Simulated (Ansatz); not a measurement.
# AuClH₂O: vertical ionisation energy

The task here is to estimate one member of a computed series from the others.

Computed with Ansatz 0.2.0, Gaussian basis. Level: unrestricted cation, the program's frozen cores in correlated methods.

Levels to be run: UKS PBE-D4/def2-TZVPP; UKS r2SCAN-D4/def2-TZVPP; UKS PBE0-D4/def2-TZVPP; UKS B3LYP-D4/def2-TZVPP; UKS wB97X-V/def2-TZVPP; UKS wB97M-V/def2-TZVPP; UKS B2PLYP/def2-TZVPP; UHF-CCSD(T)/def2-TZVPP; UHF-CCSD(T)/def2-QZVPP; extrapolation to the limit; then −ε(HOMO) from the neutral's earlier runs with LDA (SPW92), PBE-D4, revPBE-D4, BLYP-D4, r2SCAN-D4, B97M-V, PBE0-D4, B3LYP-D4, r2SCANh-D4, r2SCAN0-D4, HSE06-D4, BHLYP-D4, CAM-B3LYP-D4, LC-ωPBE, ωB97X-V, ωB97M-V.

### The relaxed structure

All runs share one geometry, relaxed beforehand with PBE0-D4 in a triple-zeta def2 set. Au takes the def2 core potential; no spin-orbit term is included.

SMILES `[OH2+][Au-][Cl]`, 5 atoms, charge 0, spin multiplicity 1.

Atoms are counted from 1 here; the program's logs count them from 0.

Bond lengths: O1–Au2 2.146 Å, O1–H4 0.963 Å, O1–H5 0.963 Å, Au2–Cl3 2.216 Å. Angles: Au2–O1–H4 111.7°, Au2–O1–H5 111.7°, H4–O1–H5 107.1°, O1–Au2–Cl3 179.6°.

Set-up of the first run:

File in.yaml:

```yaml
crystal:
  periodic: [false, false, false]
  atoms:
    - {symbol: O, position_ang: [-0.708963, 0.819452, -0.409727]}
    - {symbol: Au, position_ang: [0.766241, -0.466414, 0.470625]}
    - {symbol: Cl, position_ang: [2.295687, -1.782950, 1.385569]}
    - {symbol: H, position_ang: [-1.598471, 0.594716, -0.116809]}
    - {symbol: H, position_ang: [-0.704595, 0.761495, -1.371056]}
basis:
  gaussian: {orbitals: def2-TZVPP}
total_charge: 1
magnetization: {spin_polarized: true, initial_magnetization: 1}
hamiltonian: {xc: pbe, dispersion: d4}
```

On the command line:

```sh
ansatz run in.yaml --threads 2 --pin off --events-out ev --progress --plain --max-ram 32768MiB --backend cpu
```

Steps of the session up to this table: Cation, UKS PBE-D4/def2-TZVPP; Cation, UKS r2SCAN-D4/def2-TZVPP; Cation, UKS PBE0-D4/def2-TZVPP; Cation, UKS B3LYP-D4/def2-TZVPP; Cation, UKS wB97X-V/def2-TZVPP; Cation, UKS wB97M-V/def2-TZVPP; Cation, UKS B2PLYP (frozen core)/def2-TZVPP; Cation, UHF-CCSD(T)/def2-TZVPP; Cation, UHF-CCSD(T)/def2-QZVPP.

One of the session's tables, all rows but one given; the rest of the session is left out.

For comparison, −ε(HOMO) of the neutral from earlier runs:

| functional | −ε(HOMO) (eV) |
| --- | --- |
| LDA (SPW92) | 6.01 |
| PBE-D4 | 5.81 |
| revPBE-D4 | 5.74 |
| BLYP-D4 | ? |
| r2SCAN-D4 | 6.06 |
| B97M-V | 6.11 |
| PBE0-D4 | 7.12 |
| B3LYP-D4 | 6.89 |
| r2SCANh-D4 | 6.56 |
| r2SCAN0-D4 | 7.31 |
| HSE06-D4 | 6.72 |
| BHLYP-D4 | 8.32 |
| CAM-B3LYP-D4 | 8.47 |
| LC-ωPBE | 9.75 |
| ωB97X-V | 9.45 |
| ωB97M-V | 9.36 |

Q: Estimate the row for BLYP-D4 from the others.

Worked estimate for «−ε(HOMO) (eV)». Against the share of exact exchange, B3LYP-D4 (0.2, 6.89), BHLYP-D4 (0.5, 8.32) give a slope of 4.77 per unit share; at 0 the line stands at 5.94.

The run gave: −ε(HOMO) (eV): 5.68. In «−ε(HOMO) (eV)» the line misses by +0.26.
